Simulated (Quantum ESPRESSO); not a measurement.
BeB:

```
CELL_PARAMETERS angstrom
0.00000 1.96664 1.96664
1.96664 0.00000 1.96664
1.96664 1.96664 0.00000
ATOMIC_POSITIONS crystal
Be 0.00000 0.00000 0.00000
B 0.25000 0.25000 0.25000
```

The cell was built by a generator and needn't be a form met in nature.

Base run:

| Quantity | Value |
| --- | --- |
| Program | Quantum ESPRESSO 7.5 |
| Functional | PBE |
| Potentials or basis | SSSP 1.3 efficiency PBE |
| Cutoff | 748 eV |
| Density cutoff | 5987 eV |
| k mesh | 12 × 12 × 12 |
| Occupations | fermi-dirac, width 0.05 eV |
| Spin | no spin polarisation |

Its results: band gap on the k mesh none (metal or under the smearing width); pressure 62.1 GPa.

Task: The run is repeated on the same cell with these changes: functional from PBE to OLYP; occupations from fermi-dirac, width 0.05 eV to fermi-dirac, width 0.2 eV. What comes out?

Result: Band gap on the k mesh none (metal or under the smearing width); pressure 60.8 GPa.

Caveats: a pressure of tens of GPa on the cell as given is suspect, and the run, the potentials or the cell itself is likely at fault; the potentials were made for another functional, which shifts forces and pressure (some runs).
